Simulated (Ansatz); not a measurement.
**CdH3NO: taking an electron away**

Aim: the vertical ionisation energy of CdH3NO, as cation minus neutral at the neutral's geometry, on several levels, and how well −ε(HOMO) stands in for it.

Program: Ansatz 0.2.0, Gaussian basis. Level of theory: unrestricted cation, the program's frozen cores in correlated methods. These are calculated values, not measurements.

Plan: UKS PBE-D4/def2-TZVPP; UKS r2SCAN-D4/def2-TZVPP; UKS PBE0-D4/def2-TZVPP; UKS B3LYP-D4/def2-TZVPP; UKS wB97X-V/def2-TZVPP; UKS wB97M-V/def2-TZVPP; UKS B2PLYP/def2-TZVPP; UHF-CCSD(T)/def2-TZVPP; UHF-CCSD(T)/def2-QZVPP; extrapolation to the limit; then −ε(HOMO) from the neutral's earlier runs with LDA (SPW92), PBE-D4, revPBE-D4, BLYP-D4, r2SCAN-D4, B97M-V, PBE0-D4, B3LYP-D4, r2SCANh-D4, r2SCAN0-D4, HSE06-D4, BHLYP-D4, CAM-B3LYP-D4, LC-ωPBE, ωB97X-V, ωB97M-V.

### 1 Structure used throughout

All runs share one geometry, relaxed beforehand with PBE0-D4 in a triple-zeta def2 set. Cd takes the def2 core potential; no spin-orbit term is included.

6 atoms, charge 0, spin multiplicity 1.

Atoms are counted from 1 here; the program's logs count them from 0.

Bond lengths: N1–Cd2 2.001 Å, N1–H4 1.014 Å, N1–H5 1.014 Å, Cd2–O3 1.964 Å, O3–H6 0.959 Å. Angles: Cd2–N1–H4 111.9°, Cd2–N1–H5 111.9°, H4–N1–H5 106.3°, N1–Cd2–O3 171.9°, Cd2–O3–H6 112.9°.

### 2 Cation, UKS PBE-D4/def2-TZVPP

Contents of in.yaml:

```yaml
crystal:
  periodic: [false, false, false]
  atoms:
    - {symbol: N, position_ang: [-1.083260, 0.087883, -1.198048]}
    - {symbol: Cd, position_ang: [0.355733, -0.236197, 0.153361]}
    - {symbol: O, position_ang: [1.840504, -0.770062, 1.322139]}
    - {symbol: H, position_ang: [-1.001346, 1.002959, -1.626284]}
    - {symbol: H, position_ang: [-2.007449, 0.049588, -0.783486]}
    - {symbol: H, position_ang: [1.937719, -0.198172, 2.086219]}
basis:
  gaussian: {orbitals: def2-TZVPP}
total_charge: 1
magnetization: {spin_polarized: true, initial_magnetization: 1}
hamiltonian: {xc: pbe, dispersion: d4}
```

On the command line:

```sh
$ ansatz run in.yaml --threads 2 --pin off --events-out ev --progress --plain --max-ram 22528MiB --backend cpu
```

The runs that follow: Cation, UKS r2SCAN-D4/def2-TZVPP; Cation, UKS PBE0-D4/def2-TZVPP; Cation, UKS B3LYP-D4/def2-TZVPP; Cation, UKS wB97X-V/def2-TZVPP; Cation, UKS wB97M-V/def2-TZVPP; Cation, UKS B2PLYP (frozen core)/def2-TZVPP; Cation, UHF-CCSD(T)/def2-TZVPP; Cation, UHF-CCSD(T)/def2-QZVPP.

Q: Predict the results of all the runs planned. Wanted: ionisation energy, CCSD(T)/CBS; nearest functional by difference; nearest −ε(HOMO); −ε(HOMO) of PBE; T1 of the cation.

The runs gave:

```
                        quantity               value
  ionisation energy, CCSD(T)/CBS             9.59 eV
nearest functional by difference  ωB97M-V (-0.17 eV)
                nearest −ε(HOMO)  ωB97X-V (-0.12 eV)
                 −ε(HOMO) of PBE             5.75 eV
                T1 of the cation               0.020
```

What this shows: Energy differences with functionals land within 0.44 eV of the reference. The PBE orbital energy is 3.8 eV too small: a semilocal HOMO is no ionisation energy. Among orbital estimates ωB97X-V comes nearest. Hartree-Fock falls 1.82 eV short, as the neutral has more correlation energy than the cation. The cation may have settled in a state other than its lowest; no search over hole states beyond the program's own was made. Correlated methods include outer-core shells of Cd, which these sets cover unevenly.
